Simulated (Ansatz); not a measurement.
AlF3H3P, SMILES [F][Al-]([F])([F])[PH3+], harmonic frequencies at the relaxed geometry

Run with Ansatz 0.2.0, Python API.

Input file `alf3h3p.xyz`:
```text
8

F    -0.09040   -2.07430    1.28930
Al    0.55550   -0.94430    0.02290
F     2.24640   -0.58700    0.41040
F     0.54350   -1.73320   -1.58950
P    -0.62370    1.00630   -0.05070
H    -1.65700    0.97930    0.92270
H    -1.15440    1.18890   -1.31090
H     0.27230    2.10710    0.25020
```

`freq_alf3h3p.py`:
```python
# -*- coding: utf-8 -*-
import itertools

import ansatz as az
from ase.data import atomic_numbers, covalent_radii
import numpy as np


def main():
    mol = az.Crystal.molecule_from_extxyz('alf3h3p.xyz')

    model = (
        mol.calculation()
        .basis(gaussian='cc-pVDZ')
        .functional('pbe', dispersion='d4')
    )
    symbols = [site.symbol for site in mol.cartesian_sites]
    start = np.array([site.position_ang for site in mol.cartesian_sites], dtype=float)
    data = model.relax(force_tolerance=0.003).run().report
    end = np.array(data['positions_ang'])

    radius = [covalent_radii[atomic_numbers[s]] for s in symbols]
    span = lambda where, i, j: np.linalg.norm(where[i] - where[j])
    bonded = [(i, j) for i, j in itertools.combinations(range(len(symbols)), 2) if min(span(start, i, j), span(end, i, j)) < 1.2 * (radius[i] + radius[j])]
    print('pair        before    after (A)')
    for i, j in bonded:
        print(f'{symbols[i]}{i}-{symbols[j]}{j}'.ljust(10), f'{span(start, i, j):8.4f} {span(end, i, j):8.4f}')
    for first, second in list(itertools.combinations(bonded, 2)):
        shared = set(first) & set(second)
        if shared and symbols[(j := shared.pop())] != 'H':
            i, k = sorted((set(first) | set(second)) - {j})
            u, v = end[i] - end[j], end[k] - end[j]
            angle = np.degrees(np.arccos(np.clip(u @ v / np.linalg.norm(u) / np.linalg.norm(v), -1, 1)))
            print(f'final angle {symbols[i]}{i}-{symbols[j]}{j}-{symbols[k]}{k}: {angle:.2f} deg')

    minimum = az.Crystal.molecule()
    for symbol, place in zip(symbols, end):
        minimum = minimum.atom(symbol, place.tolist())
    vibrating = minimum.calculation()
    vibrating = vibrating.basis(gaussian='cc-pVDZ')
    vibrating = vibrating.functional('pbe', dispersion='d4').phonons(temperatures=(100, 500, 100))
    vib = vibrating.run().report['vibrations']
    sums = vib['harmonic_sums']
    modes = [m['omega_inv_cm'] for m in sums['modes_at_gamma'] if m['rigid_motion'] == 'no']
    print('frequencies (1/cm):', ' '.join(f'{w:.0f}' for w in modes))
    print('imaginary modes:', sum(w < 0 for w in modes), ' zero-point energy:', round(sums['zero_point_energy_ev'], 4), 'eV')
    print('T (K)   F_vib (eV)   S_vib (meV/K)   C_vib (meV/K)')
    for row in zip(sums['temperatures_k'], sums['vibrational_free_energy_ev'], vib['entropy_ev_per_k'], vib['heat_capacity_ev_per_k']):
        print(f'{row[0]:6.1f} {row[1]:11.4f} {1000 * row[2]:13.4f} {1000 * row[3]:15.4f}')

    heavier = vibrating.phonons(masses={'H': 2.014102}).run().report['vibrations']['harmonic_sums']
    print('deuterated (1/cm):', ' '.join(f'{m["omega_inv_cm"]:.0f}' for m in heavier['modes_at_gamma'] if m['rigid_motion'] == 'no'))
    print('zero-point energy falls by', round(sums['zero_point_energy_ev'] - heavier['zero_point_energy_ev'], 4), 'eV')


if __name__ == '__main__':
    main()
```

`python freq_alf3h3p.py` gives:
```text
pair        before    after (A)
F0-Al1       1.8160   1.7046
Al1-F2       1.7711   1.7046
Al1-F3       1.7951   1.7046
Al1-P4       2.2805   2.5142
P4-H5        1.4198   1.4310
P4-H6        1.3795   1.4310
P4-H7        1.4509   1.4310
final angle F0-Al1-F2: 117.74 deg
final angle F0-Al1-F3: 117.73 deg
final angle F0-Al1-P4: 98.72 deg
final angle F2-Al1-F3: 117.74 deg
final angle F2-Al1-P4: 98.73 deg
final angle F3-Al1-P4: 98.75 deg
final angle Al1-P4-H5: 118.20 deg
final angle Al1-P4-H6: 118.21 deg
final angle Al1-P4-H7: 118.22 deg
final angle H5-P4-H6: 99.48 deg
final angle H5-P4-H7: 99.48 deg
final angle H6-P4-H7: 99.49 deg
frequencies (1/cm): 66 66 89 201 211 211 331 377 377 638 872 872 946 1065 1065 2395 2425 2425
imaginary modes: 0  zero-point energy: 0.907 eV
T (K)   F_vib (eV)   S_vib (meV/K)   C_vib (meV/K)
 100.0      0.8943        0.3215          0.4046
 200.0      0.8431        0.6887          0.6601
 300.0      0.7587        0.9906          0.8327
 400.0      0.6465        1.2488          0.9619
 500.0      0.5101        1.4743          1.0582
deuterated (1/cm): 62 62 64 195 207 207 297 297 326 635 703 759 759 873 873 1711 1746 1746
zero-point energy falls by 0.1929 eV
```

The frequencies are harmonic and unscaled, in a modest basis. The whole script took 2.6 min on 1 thread of AMD EPYC 9B14 (Zen 4), on a shared host, peak memory 0.22 GiB.
